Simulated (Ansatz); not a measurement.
# CH4ClFOSi: one species, many methods

The task here is to estimate one member of a computed series from the others.

The runs use Ansatz 0.2.0, Gaussian basis; functionals in def2-TZVPP, the program's frozen cores in correlated methods.

Plan: LDA (SPW92), PBE-D4, revPBE-D4, BLYP-D4, r2SCAN-D4, B97M-V, PBE0-D4, B3LYP-D4, r2SCANh-D4, r2SCAN0-D4, HSE06-D4, BHLYP-D4, CAM-B3LYP-D4, LC-ωPBE, ωB97X-V, ωB97M-V, B2PLYP, PBE-QIDH; CCSD(T)/def2-SVP; CCSD(T)/def2-TZVPP; MP2/def2-QZVPP; extrapolation to the limit; RPA on PBE.

## Structure used throughout

All runs share one geometry, relaxed beforehand with PBE0-D4 in a triple-zeta def2 set.

SMILES `O[SiH](F)CCl`, 9 atoms, charge 0, spin multiplicity 1.

Atoms are counted from 1 here; the program's logs count them from 0.

Bond lengths: O1–Si2 1.624 Å, O1–H6 0.961 Å, Si2–F3 1.594 Å, Si2–C4 1.874 Å, Si2–H7 1.475 Å, C4–Cl5 1.791 Å, C4–H8 1.091 Å, C4–H9 1.090 Å. Angles: Si2–O1–H6 116.8°, O1–Si2–F3 111.4°, O1–Si2–C4 110.8°, O1–Si2–H7 107.5°, F3–Si2–C4 106.7°, F3–Si2–H7 107.9°, C4–Si2–H7 112.5°, Si2–C4–Cl5 108.8°, Si2–C4–H8 111.9°, Si2–C4–H9 112.5°, Cl5–C4–H8 107.4°, Cl5–C4–H9 107.5°, H8–C4–H9 108.6°.

Set-up of the first run:

Contents of in.yaml:

```yaml
crystal:
  periodic: [false, false, false]
  atoms:
    - {symbol: O, position_ang: [-0.446267, 1.074390, 1.418001]}
    - {symbol: Si, position_ang: [0.616218, 0.174442, 0.581666]}
    - {symbol: F, position_ang: [1.723240, 1.082461, -0.118659]}
    - {symbol: C, position_ang: [-0.246490, -0.774433, -0.784604]}
    - {symbol: Cl, position_ang: [-1.336704, 0.342190, -1.662499]}
    - {symbol: H, position_ang: [-1.113049, 1.542340, 0.908617]}
    - {symbol: H, position_ang: [1.298721, -0.713351, 1.542193]}
    - {symbol: H, position_ang: [-0.860142, -1.585597, -0.390571]}
    - {symbol: H, position_ang: [0.452972, -1.188742, -1.511243]}
basis:
  gaussian: {orbitals: def2-TZVPP}
hamiltonian: {xc: lda}
output: {orbitals: {seedname: orbitals}}
```

Steps of the session up to this table: LDA; PBE-D4 (GGA); revPBE-D4 (GGA); BLYP-D4 (GGA); r2SCAN-D4 (meta-GGA); B97M-V (meta-GGA); PBE0-D4 (hybrid); B3LYP-D4 (hybrid); r2SCANh-D4 (hybrid); r2SCAN0-D4 (hybrid); HSE06-D4 (hybrid); BHLYP-D4 (hybrid); CAM-B3LYP-D4 (range-separated); LC-ωPBE (range-separated); ωB97X-V (range-separated); ωB97M-V (range-separated); B2PLYP (double hybrid); PBE-QIDH (double hybrid).

One table of the session follows, with a row left open; its other results are not shown here.

It belongs to the step «Orbital energies across the functionals». 

| functional | HOMO (eV) | gap (eV) |
| --- | --- | --- |
| LDA (SPW92) | -7.18 | 5.78 |
| PBE-D4 | -7.04 | 5.89 |
| revPBE-D4 | -6.99 | 5.94 |
| BLYP-D4 | -6.92 | 5.89 |
| r2SCAN-D4 | -7.36 | 6.50 |
| B97M-V | -7.47 | 6.59 |
| PBE0-D4 | -8.43 | 8.30 |
| B3LYP-D4 | -8.20 | 7.81 |
| r2SCANh-D4 | -7.87 | 7.38 |
| r2SCAN0-D4 | -8.63 | 8.69 |
| HSE06-D4 | ? | ? |
| BHLYP-D4 | -9.72 | 10.61 |
| CAM-B3LYP-D4 | -9.83 | 10.80 |
| LC-ωPBE | -11.21 | 13.45 |
| ωB97X-V | -10.85 | 12.92 |
| ωB97M-V | -10.68 | 12.51 |

Q: Estimate the row for HSE06-D4 from the others.

The run gave: HOMO (eV): -8.02; gap (eV): 7.52. In the column «HOMO (eV)» it lies between B3LYP-D4 (-8.20) and r2SCANh-D4 (-7.87).
